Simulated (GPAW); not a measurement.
Runs of GPAW 26.7.0 on TaWC2. Symmetry: R-3m, No. 166, trigonal system. Conventional cell: a = 3.144 Å, b = 3.144 Å, c = 15.305 Å, α = 90.00°, β = 90.00°, γ = 120.00°. W (site symmetry -3m) has 6 C at 2.21 Å as nearest neighbours. Around Ta (site symmetry -3m) lie 6 C at 2.23 Å. C (site symmetry 3m) is surrounded by 3 W at 2.21 Å and 3 Ta at 2.23 Å. The cell comes from a database or a generator and needn't be the stable form of this composition.

| task | level | potentials or basis | k mesh | band path | band points | ranks | gap on the mesh (eV) | pressure (GPa) | largest force (eV/Å) |
| --- | --- | --- | --- | --- | --- | --- | --- | --- | --- |
| single point | PBEsol | PAW data sets generated in the run's folder for this functional, pw | 10 × 10 × 10 | - | - | - | none | -10.9 | (b) |
| band structure | LDA | the program's PAW data sets (release 1.2.1) made for this functional, pw | 7 × 7 × 7 | GLB1,BZGX,QFP1Z,LP | 100 | - | - | (c) | 0.09 |
| single point | PBE | GPAW PAW data sets (gpaw-data 1.2.1), pw | 10 × 10 × 10 | - | - | - | none | -2.5 | (a) |
| band structure | PBE | GPAW PAW data sets (gpaw-data 1.2.1), pw | 7 × 7 × 7 | GLB1,BZGX,QFP1Z,LP | 100 | - | - | -2.4 | 0.08 |

Alike in all rows: no spin polarisation; cell as given; cutoff (eV) 800; smearing fermi-dirac 0.05 eV.

Question: Fill in the values left out.

Answer: (a) 0.10; (b) 0.12; (c) -17.8.

A k mesh can miss the band edges, and the runs leave out spin-orbit coupling on Ta, W.

A gap of «none» marks a metal or a gap under the smearing width.

Not every run made on this cell is shown here.
